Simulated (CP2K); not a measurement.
HPbNO4:

```
H Pb N O
1.0
     4.12042    0.00000    0.00000
     0.00263    6.42744    0.00000
     0.00621    3.27160    7.72297
H Pb N O
2 2 2 8
Direct
  0.90366 0.21821 0.48851
  0.40337 0.78177 0.51142
  0.39455 0.30863 0.70725
  0.89489 0.69135 0.29266
  0.63409 0.19990 0.20730
  0.13386 0.80012 0.79275
  0.90829 0.32866 0.54369
  0.53792 0.39076 0.19497
  0.53483 0.11279 0.10602
  0.83718 0.08887 0.32672
  0.40817 0.67132 0.45624
  0.03774 0.60924 0.80520
  0.03429 0.88737 0.89397
  0.33716 0.91101 0.67330
```

The cell was built by a generator and needn't be a form met in nature.

Base run:

- Program: CP2K 2026.2
- Functional: PBE
- Potentials or basis: GTH_POTENTIALS H GTH-PBE-q1, Pb GTH-PBE-q4, N GTH-PBE-q5, O GTH-PBE-q6; DZVP-MOLOPT-SR-GTH basis
- Density cutoff: 12245 eV
- k mesh: 5 × 4 × 3
- Occupations: fermi-dirac, width 0.05 eV
- Spin: no spin polarisation

Its results: band gap on the k mesh 3.33 eV, indirect (least direct gap 3.39 eV); pressure 1.0 GPa; largest force 0.564 eV/Å.

Q: After a change of settings the same cell gave: band gap on the k mesh 3.38 eV, indirect (least direct gap 3.44 eV); pressure 2.5 GPa; largest force 0.617 eV/Å. Which change was it?
A. functional from PBE to PBEsol
B. functional from PBE to RPBE
C. functional from PBE to LDA

A: B.

RPBE binds less tightly than PBE, so the same cell stands under more pressure.

Caveats: spin-orbit coupling is left out, which as a rule narrows the gap of such compounds by several tenths of an eV; an odd mesh through Γ misses points on the zone boundary, where band edges often lie; the basis of atomic orbitals isn't converged, which shifts pressures, moduli and gaps; the potentials were made for another functional, which shifts forces and pressure (some runs).

Not every run made on this cell is shown here.
